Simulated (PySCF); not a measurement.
**ReO2: doublet, from a end-on start**

Where does doublet ReO2 go from a end-on start, is the end point a minimum, and what are its modes, charges and moments?

Method: PBE0, basis Re def2-TZVP with ECP60, O def2-TZVP, scalar-relativistic core potentials, no spin–orbit coupling, density fitting; program: PySCF 2.14.0.

## Step 1: The starting structure

3 atoms, charge 0, spin multiplicity 2.

Bond lengths: Re1–O2 1.998 Å, O2–O3 1.445 Å. Angles: Re1–O2–O3 119.9°.

Z-matrix (Å, degrees; charge 0 multiplicity 2):
```
Re
O  1 1.9982
O  2 1.4450 1 119.89
```

## Step 2: The SCF at the typed geometry

The steps below are one call of a driver around PySCF. For each, scf.py gives the equivalent set-up of the SCF; relaxations use the driver's own optimiser. After this first run the driver tries any further starts and a stability analysis.

Input file scf.py:

```python
from pyscf import gto, scf, dft
mol = gto.M(atom='''
Re     0.000000     0.000000     0.000000
O      0.000000     0.000000     1.998200
O      1.252800     0.000000     2.718200''',
    basis={'Re': 'def2-TZVP', 'O': 'def2-TZVP'},
    ecp={'Re': 'def2-TZVP'},
    charge=0, spin=1)
mf = dft.UKS(mol, xc='PBE0')
mf.grids.atom_grid = (50, 194)
aux = {'Re': 'def2-universal-JKFIT', 'O': 'def2-universal-JKFIT'}
mf = mf.density_fit(auxbasis=aux)
mf.conv_tol = 1e-08
mf.diis_space = 10
mf.max_cycle = 60
mf.init_guess = 'minao'
mf.verbose = 4
mf.kernel()
```

On the command line:

```
OMP_NUM_THREADS=2 python axn.py task.json out
```

Further steps of the session: Relaxing the doublet from the end-on start; Frequencies.

**Question.** What will these runs give? Wanted: minimum; geometry; wavenumbers; dipole moment; highest occupied, lowest empty level; polar-tensor charge of Re1; zero-point energy; atomisation energy; ⟨S²⟩.

**Answer**, as computed:

| quantity | value |
| --- | --- |
| minimum | broken-symmetry (Ms = 1/2), Cs |
| geometry | O–O 1.264 Å, Re–O 1.794 Å; O–O–Re 139.3° |
| wavenumbers (cm⁻¹) | 233 (a'), 519 (a'), 1260 (a') |
| dipole moment | 2.70 D |
| highest occupied, lowest empty level (either spin) | -5.98, -3.52 eV |
| polar-tensor charge of Re1 | +0.08 e |
| zero-point energy | 12.0 kJ/mol |
| entropy at 298.15 K | 287.5 J/(mol K) |
| atomisation energy (no zero-point energy) | 479 kJ/mol |
| ⟨S²⟩ | 2.258 |

What this shows: The end-on start keeps its Cs symmetry and ends in a minimum. The determinant is spin-contaminated (⟨S²⟩ = 2.26 against 0.75), so it is no pure spin state. In the infrared the band at 1260 cm⁻¹ (a') leads. The first SCF alone would have been 24 kJ/mol too high. Other starts or spin states, not run here, may lie lower. One determinant may miss the lowest occupation of an open d or f shell. With an element this heavy the missing spin–orbit coupling can shift these numbers.
